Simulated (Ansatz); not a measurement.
## AlH5OSiSn, SMILES [OH][SnH]1[AlH][SiH2]1: an atomisation energy

Computed with Ansatz 0.2.0 through its Python package.

`tae.py`
```python
"""Energy to split AlH5OSiSn into its atoms."""

from collections import Counter

import ansatz as az


def total_energy(molecule, charge=0, unpaired=0):
    calc = (
        molecule.calculation()
        .basis(gaussian="def2-SVP")
        .functional("b3lyp")
    )
    if charge:
        calc = calc.charge(charge)
    if unpaired:
        calc = calc.spin("collinear", total=unpaired)
    report = calc.run(threads=1, pin="off").report
    if report["published_state_doubts"]:
        print("  doubts:", report["published_state_doubts"])
    return report["free_energy_ev"]

GEOMETRY = """
O    -2.09670   -0.86620    1.16110
Sn   -1.22290   -0.03480   -0.41480
Al    0.87630    1.43690    0.38950
Si    1.22400   -0.66020   -0.63870
H    -1.41140   -1.10360    1.73940
H    -2.16610    0.76840   -1.66150
H     1.55770    2.73300    1.10410
H     1.63210   -1.72490    0.26280
H     1.69540   -0.59490   -1.95880
"""

system = az.Crystal.molecule()
for line in GEOMETRY.strip().splitlines():
    symbol, *xyz = line.split()
    system = system.atom(symbol, [float(v) for v in xyz])

# unpaired electrons of the ground-state atoms
unpaired = {"O": 2, "Sn": 2, "Al": 1, "Si": 2, "H": 1}
counts = Counter(site.symbol for site in system.cartesian_sites)
atom_energy = {s: total_energy(az.Crystal.molecule().atom(s, (0, 0, 0)), 0, unpaired[s]) for s in counts}
whole = total_energy(system, 0, 0)
for s, e in atom_energy.items():
    print(f"{s:2s} x{counts[s]}  {e:14.5f} eV")
print(f"AlH5OSiSn: {whole:.5f} eV")
split = sum(counts[s] * e for s, e in atom_energy.items()) - whole
print(f"atomisation energy (no zero-point term): {96.485332 * split:.1f} kJ/mol, {split / sum(counts.values()):.3f} eV an atom")
```

Running `python tae.py` prints:
```text
O  x1     -2040.87461 eV
Sn x1     -5832.00832 eV
Al x1     -6593.36168 eV
Si x1     -7872.08217 eV
H  x5       -13.63995 eV
AlH5OSiSn: -22429.13138 eV
atomisation energy (no zero-point term): 2181.0 kJ/mol, 2.512 eV an atom
```

2181.0 kJ/mol from the electronic energies, without the zero-point term.

Total energies depend on the basis set; only differences at equal settings carry meaning. The geometry is a force-field or estimated start, not a minimum of this method, and the basis set is short of its limit. All parts are taken at fixed geometry, without zero-point energy. def2 sets replace the cores of elements past krypton by effective core potentials. b3lyp holds the VWN-RPA fit, as in Gaussian; the form of ORCA and Turbomole is b3lyp5. The spin-orbit lowering of heavy atoms is left out. It ran for 5.9 s on 1 thread of Intel(R) Xeon(R) Platinum 8488C (Sapphire Rapids), on a shared host, peak memory 0.28 GiB.
